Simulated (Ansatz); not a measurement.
# Ti (Titanium): the cost of one run

All numbers are computed with Ansatz 0.2.0, driven from Python. Level of theory: DFT PBEsol, plane waves, PAW.

This is Ti in the bcc structure; at room conditions it is hcp.

## (1) Starting point

The structure is cubic, space group Im-3m (No. 229). The conventional cell has a = 3.282 Å, b = 3.282 Å, c = 3.282 Å, α = 90.00°, β = 90.00°, γ = 90.00°. Ti (site symmetry m-3m) has 8 Ti at 2.84 Å as nearest neighbours.

The script holds or builds the structure itself.

## (2) Script

Contents of ti.py:

```python
"""Variable-cell relaxation of Ti."""

import warnings

import ansatz
from ase import Atoms
from ase.neighborlist import neighbor_list
import numpy as np

def edges_and_angles(cell):
    cell = np.asarray(cell)
    a, b, c = np.linalg.norm(cell, axis=1)
    cosines = cell[1] @ cell[2] / (b * c), cell[0] @ cell[2] / (a * c), cell[0] @ cell[1] / (a * b)
    return (a, b, c, *np.degrees(np.arccos(cosines)))


def main() -> None:
    warnings.simplefilter("ignore", ansatz.DeckWarning)

    lattice = ansatz.Lattice.of(
        [-1.641, 1.641, 1.641],
        [1.641, -1.641, 1.641],
        [1.641, 1.641, -1.641],
    )
    sites = [
        ("Ti", [0.0, 0.0, 0.0]),
    ]
    crystal = ansatz.Crystal(lattice=lattice)
    for symbol, position in sites:
        crystal = crystal.atom(symbol, position)

    # part of the cell is held
    base = (
        crystal.calculation()
        .kpoints(13, 13, 13)  # sampling of the Brillouin zone
        .functional("pbesol")
        .occupations("cold", width=100 * ansatz.meV)  # smearing steadies the SCF of a metal
        .basis(41 * ansatz.Ry)
        .relax(force_tolerance=0.03, max_steps=60, fix_cell=["a", "angles"], stress_tolerance=0.1)  # relax until the tolerances are met
        .density_of_states(method="smearing", broadening_width=0.3, nscf_kmesh_spacing=0.16)
        .band_table()  # levels at the mesh points
    )
    steps = []


    def follow(event):
        if event["event"] != "relax_step":
            return
        row = event["data"]
        steps.append(row)
        print(f"step {row['step']:3d}  E = {row['lagrangian_ev']:.5f} eV  largest force component = {row['allowed_force_max_ev_ang']:.4f} eV/A  P = {row['pressure_gpa']:.3f} GPa")


    done = base.session().plan(threads=1).execute(on_event=follow)
    r = done.report

    first, last = steps[0], steps[-1]
    symbols = [site.symbol for site in done.lattice.sites]
    print(f"energy gained {first['lagrangian_ev'] - last['lagrangian_ev']:.4f} eV in {len(steps) - 1} steps")
    for label, vectors in (("before", first["cell_ang"]), ("after", done.lattice.cell_ang)):
        print(label, "a b c (A) {:.4f} {:.4f} {:.4f}  angles {:.2f} {:.2f} {:.2f}".format(*edges_and_angles(vectors)), f" V = {abs(np.linalg.det(vectors)):.3f} A^3")
    print("final stress xx yy zz (GPa, compression positive):", np.round(np.diag(r["stress_gpa"]), 3) + 0.0)

    print("atom   start x y z (A)              end x y z (A)")
    for symbol, a, b in zip(symbols, first["positions_ang"], last["positions_ang"]):
        print(f"{symbol:3s}", " ".join(f"{v:8.4f}" for v in a), "  ", " ".join(f"{v:8.4f}" for v in b))

    print("relaxed fractional positions")
    for site in done.lattice.sites:
        print(f"  {site.symbol:2s}", " ".join(f"{v % 1:8.5f}" for v in np.round(site.position_frac, 5)))

    final = Atoms(symbols, positions=last["positions_ang"], cell=done.lattice.cell_ang, pbc=True)
    i, j, d = neighbor_list("ijd", final, 4.5)
    print("neighbours within 1.2 times the shortest distance of each atom (A)")
    for atom in range(len(final)):
        near = [m for m in np.argsort(d) if i[m] == atom]
        shell = [m for m in near if d[m] < 1.2 * d[near[0]]]
        print(f"{symbols[atom]}{atom} ({len(shell)}):", ", ".join(f"{symbols[j[m]]} {d[m]:.3f}" for m in shell))

    change = np.array(last["positions_ang"]) @ np.linalg.inv(last["cell_ang"]) - np.array(first["positions_ang"]) @ np.linalg.inv(first["cell_ang"])
    moved = np.linalg.norm(change @ np.array(last["cell_ang"]), axis=1)
    print("displacement within the cell, strain taken out (A):", " ".join(f"{s}:{d:.3f}" for s, d in zip(symbols, moved)))

    print(f"free energy      {r['free_energy_ev']:.5f} eV")
    print(f"per atom         {r['free_energy_ev'] / len(done.lattice.sites):.5f} eV")
    print(f"SCF iterations   {r['n_iterations']}  (converged: {r['converged']})")

    dos = done.density_of_states()
    energy = np.asarray(dos.energies_ev) - dos.fermi_ev
    top = min(levels[-1] for levels in r["eigenvalues_ev"]) - dos.fermi_ev  # the computed bands end here
    total = np.asarray(dos.spin_summed_g_bin_mean_per_ev)
    print("E - E_F (eV)   states/eV")
    for e in np.arange(-6, min(4, top), 1.0):
        print(f"{e:8.1f} {np.interp(e, energy, total):12.3f}")


if __name__ == "__main__":
    main()
```

## (3) What the engine is handed

The engine receives this input:

```yaml
crystal:
  lattice:
    - [-1.641, 1.641, 1.641]
    - [1.641, -1.641, 1.641]
    - [1.641, 1.641, -1.641]
  atoms:
    - { symbol: Ti, position: [0.0, 0.0, 0.0] }
basis:
  ecutwfc: 557.833418042754
kpoints:
  mp_grid:
    grid: [13, 13, 13]
hamiltonian:
  xc: pbesol
scf:
  occupations:
    method: cold
    width: 0.1
relax:
  f_tol: 0.03
  max_steps: 60
  cell:
    stress_tol: 0.1
    fix: [a, angles]
output:
  dos:
    method:
      smearing:
        sigma: 0.3
    nscf_kmesh:
      kspacing: 0.16
  eigenvalues: true
```

## (4) Running it

Started as:

```console
$ python ti.py
```

What time and memory should one allow on 1 thread of AMD EPYC 7B13 (Zen 3), shared host?

About 40 s, with a peak of 0.62 GiB.
